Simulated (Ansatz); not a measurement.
# Sn3PbSe4: the cost of one run

Computed with Ansatz 0.2.0 (DFT r2SCAN, scalar-relativistic, plane waves, PAW).

2 further runs of the same task are left out: 1 that didn't finish, 1 set aside as unsound or not needed. Runs told in other sessions of the task aren't counted.

## (1) The structure to begin with

The structure is tetragonal, space group P4/mmm (No. 123). Conventional cell: a = 4.315 Å, b = 4.315 Å, c = 12.208 Å, α = 90.00°, β = 90.00°, γ = 90.00°. Around Sn (site symmetry 4mm) lie 6 Se at 3.04 to 3.07 Å. Sn (site symmetry 4/mmm) has 6 Se at 3.00 to 3.05 Å in its first shell of neighbours. Pb (site symmetry 4/mmm) has 6 Se at 3.05 to 3.10 Å in its first shell of neighbours. Around Se (site symmetry 4/mmm) lie 4 Pb at 3.05 Å and 2 Sn at 3.07 Å. Se (site symmetry 4mm) is surrounded by 5 Sn at 3.00 to 3.05 Å and 1 Pb at 3.10 Å. Around Se (site symmetry 4/mmm) lie 6 Sn at 3.04 to 3.05 Å.

Structure file:

```
CELL_PARAMETERS angstrom
4.31490 0.00000 0.00000
0.00000 4.31490 0.00000
0.00000 0.00000 12.20765
ATOMIC_POSITIONS crystal
Sn 0.00000 0.00000 0.74865
Sn 0.00000 0.00000 0.25136
Sn 0.50000 0.50000 0.50000
Pb 0.50000 0.50000 0.00000
Se 0.00000 0.00000 0.00000
Se 0.50000 0.50000 0.25386
Se 0.00000 0.00000 0.50000
Se 0.50000 0.50000 0.74614
```

The cell was relaxed beforehand at this level, from a generated guess; it needn't be the stable form of this composition. At a tolerance of 0.02 Å it has space group P4/mmm (No. 123); it has 28.41 Å³/atom, an uncorrected energy of -0.46 eV/atom over the elements and, on its mesh, gap 0.13 eV.

## (2) The same geometry with r2SCAN

Input file input.yaml:

```yaml
crystal:
  lattice:
    - [4.3149047, 0.0, 0.0]
    - [0.0, 4.3149047, 0.0]
    - [0.0, 0.0, 12.2076472]
  atoms:
    - { symbol: Sn, position: [0.0, 0.0, 0.748645] }
    - { symbol: Sn, position: [0.0, 0.0, 0.251355] }
    - { symbol: Sn, position: [0.5, 0.5, 0.5] }
    - { symbol: Pb, position: [0.5, 0.5, 0.0] }
    - { symbol: Se, position: [0.0, 0.0, 0.0] }
    - { symbol: Se, position: [0.5, 0.5, 0.253857] }
    - { symbol: Se, position: [0.0, 0.0, 0.5] }
    - { symbol: Se, position: [0.5, 0.5, 0.746143] }
basis:
  ecutwfc: 500
kpoints:
  mp_grid: { grid: [8, 8, 4] }
  band_path:
    path:
      - [[0.0, 0.0, 0.0], [0.0, 0.5, 0.0], [0.5, 0.5, 0.0], [0.0, 0.0, 0.0], [0.0, 0.0, 0.5], [0.0, 0.5, 0.5], [0.5, 0.5, 0.5], [0.0, 0.0, 0.5]]
      - [[0.0, 0.5, 0.0], [0.0, 0.5, 0.5]]
      - [[0.5, 0.5, 0.0], [0.5, 0.5, 0.5]]
    npoints: 14
hamiltonian:
  xc: r2scan
scf:
  occupations: { method: gaussian, width: 0.01 }
  n_extra_bands: 20
output:
  forces: true
  stress: true
  eigenvalues: true
  populations: true
  dos: { projected: true, de: 0.02, nscf_kmesh: { grid: [10, 10, 5] } }
  bader: true
  write_density: true
  write_potential: true
  elf: true
  volumetric_format: npy
```

Started as:

```
> ansatz run input.yaml --threads 4 --pin off --max-ram 8192MiB --backend cpu --events-out ev --progress --plain --runs-dir out
```

Q: Estimate wall time and peak memory on 4 threads of Intel Xeon Platinum 8488C (Sapphire Rapids), shared host.

About 67 s, with a peak of 2.3 GiB.
